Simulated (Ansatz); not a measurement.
CH₅GeS (charge -1), SMILES C[S][GeH2-], a single point in a Gaussian basis

With Ansatz 0.2.0, Python API.

At the Python prompt:
```pycon
>>> from pathlib import Path
>>> import ansatz
>>> from ase import Atoms
>>> import numpy as np
>>> atoms = Atoms(["C", "S", "Ge", "H", "H", "H", "H", "H"], positions=[
...     [1.0673, -0.134, 0.4501],
...     [0.3088, 1.4845, 0.1165],
...     [-1.5755, 0.5977, -0.668],
...     [1.1589, -0.7141, -0.4919],
...     [2.0801, 0.0219, 0.8746],
...     [0.4544, -0.6989, 1.1831],
...     [-1.2564, -0.2891, -1.8987],
...     [-2.2376, -0.268, 0.4343],
... ])
>>> mol = ansatz.Crystal.molecule_from_ase(atoms)
>>> calc = (
...     mol.calculation()
...     .basis(gaussian="6-31G*")
...     .functional("LC-wPBE")
...     .charge(-1)
...     .forces()
...     .orbitals()
... )
>>> res = calc.run(threads=1, runs_dir="out")

>>> data = res.report
>>> data["converged"], data["free_energy_ev"]
(True, -68453.12095442158)
>>> sorted(key for key in data if key.endswith("_ev"))
['free_energy_ev', 'reference_energy_ev']
>>> for key in ("converged", "free_energy_ev", "reference_energy_ev", "n_frozen", "n_occupied", "n_virtual"):
...     print(f"{key:22s} {data[key]}")
...
converged              True
free_energy_ev         -68453.12095442158
reference_energy_ev    -68453.12095442158
n_frozen               0
n_occupied             [30, 30]
n_virtual              [49, 49]
>>> field = data["mean_field"]
>>> print("<S^2> =", round(abs(field["state"]["spin_squared"]), 4), " all-electron relativity setting:", field["relativity"])
<S^2> = 0.0  all-electron relativity setting: none
>>> print("passes:", field["passes"])
passes: {'evaluations': 16, 'products': 14}
>>> if "symmetry" in field:
...     print("occupied orbitals by irrep:", field["symmetry"]["occupied"])
...
occupied orbitals by irrep: [{'A': 30}, {'A': 30}]
>>> symbols = [site.symbol for site in mol.cartesian_sites]
>>> print("forces (eV/A)")
forces (eV/A)
>>> for symbol, f in zip(symbols, data["forces_ev_ang"]):
...     print(f"  {symbol:2s} {f[0]:9.4f} {f[1]:9.4f} {f[2]:9.4f}")
...
  C     0.8981   -0.0474    0.3753
  S     0.2878   -1.1102    0.1309
  Ge   -2.6138    2.4651   -1.1215
  H    -0.0898    0.2466    0.5812
  H    -0.2156   -0.2792   -0.0878
  H     0.3530    0.2353   -0.4722
  H     0.7079   -0.7555    0.2548
  H     0.6724   -0.7547    0.3393
>>> charges = data["charge_distribution"]
>>> dipole = np.array(charges["dipole_moment_e_ang"]) * 4.803205
>>> print("dipole (D): {:.3f} {:.3f} {:.3f}, length {:.3f}".format(*dipole, np.linalg.norm(dipole)))
dipole (D): 3.089 -2.383 1.321, length 4.119
>>> print("atom  Mulliken   Lowdin")
atom  Mulliken   Lowdin
>>> for symbol, m, l in zip(symbols, charges["mulliken_charges_e"], charges["lowdin_charges_e"]):
...     print(f"{symbol:4s} {m:9.3f} {l:8.3f}")
...
C       -0.597   -0.491
S       -0.168    0.032
Ge      -0.629   -0.810
H        0.178    0.132
H        0.121    0.095
H        0.178    0.132
H       -0.042   -0.045
H       -0.042   -0.045
>>> lines = Path(data["orbitals_path"]).read_text().splitlines()
>>> field_of = lambda key: [line.split("=")[1].strip() for line in lines if line.startswith(key)]
>>> orbitals = [(27.211386 * float(e), s, float(n)) for e, s, n in zip(field_of("Ene="), field_of("Spin="), field_of("Occup="))]
>>> homo = max(e for e, _, n in orbitals if n > 0.5)
>>> lumo = min(e for e, _, n in orbitals if n < 0.5)
>>> print(f"HOMO {homo:.3f} eV, LUMO {lumo:.3f} eV, gap {lumo - homo:.3f} eV")
HOMO -1.445 eV, LUMO 7.518 eV, gap 8.963 eV
```

Notes:
- The settings weren't tested for convergence.
- The geometry is a force-field or estimated start, not a minimum of this method, and the basis set is short of its limit.
- The Löwdin charges here are taken after orthogonalising the functions within each atom; they differ from plain Löwdin charges, and their signs can be unphysical.
- An ion's dipole depends on the origin; the program takes it about the centre of nuclear charge.
- Levels such as HOMO and LUMO are orbital energies: with these approximate functionals they aren't the ionisation energy and electron affinity, and their gap isn't the fundamental gap.
- Anions want diffuse functions, which this basis lacks.
- Hardware and time: 3.5 s on 1 thread of Intel(R) Xeon(R) Platinum 8375C CPU @ 2.90GHz (Ice Lake), on a shared host, peak memory 0.21 GiB.

(Lines on the test bed's own set-up are left out of the output.)
